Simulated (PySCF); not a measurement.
# C9H8O2 (4-vinylbenzoic acid): the cost of one run

Programs: PySCF 2.14.0, with routines of our own; each step states its level. All values are computed. Atoms count from 0.

## 1. The starting structure

19 atoms, charge 0, multiplicity 1; geometry from: GFN2-xTB.

## 2. Relaxing the molecule at PBE0-D3(BJ)/def2-SVP

Job settings and geometry (Å):

```
{"job": {"xc": "PBE0", "basis": "def2-SVP", "d3": "d3bj", "grid": 2, "kind": "geom"}, "charge": 0, "multiplicity": 1}
C     -3.591358    -0.300348     0.337125
C     -2.604641     0.574759     0.180302
C     -1.180683     0.277034     0.096401
C     -0.666051    -1.020707     0.169649
C      0.689933    -1.245934     0.083628
C      1.574799    -0.179817    -0.078656
C      3.019465    -0.466696    -0.166896
O      3.507744    -1.568991    -0.108673
O      3.776960     0.633538    -0.322675
C      1.075195     1.118718    -0.153006
C     -0.283165     1.336874    -0.066509
H     -4.618078     0.018842     0.388044
H     -3.424990    -1.360267     0.421028
H     -2.847084     1.627911     0.103701
H     -1.333551    -1.858639     0.294788
H      1.092907    -2.245973     0.139509
H      4.710915     0.377969    -0.374153
H      1.757468     1.944797    -0.278464
H     -0.665586     2.346181    -0.125205
```

Launch:

```sh
$ OMP_NUM_THREADS=1 python excited_run.py task.json out
```

One launch serves the whole session: the jobs run in the order shown.

Q: Estimate the wall time and peak memory of this first job on 1 thread of Intel Xeon Platinum 8259CL at 2.50GHz, shared host.

About 4.9 min, with a peak of 0.89 GiB.
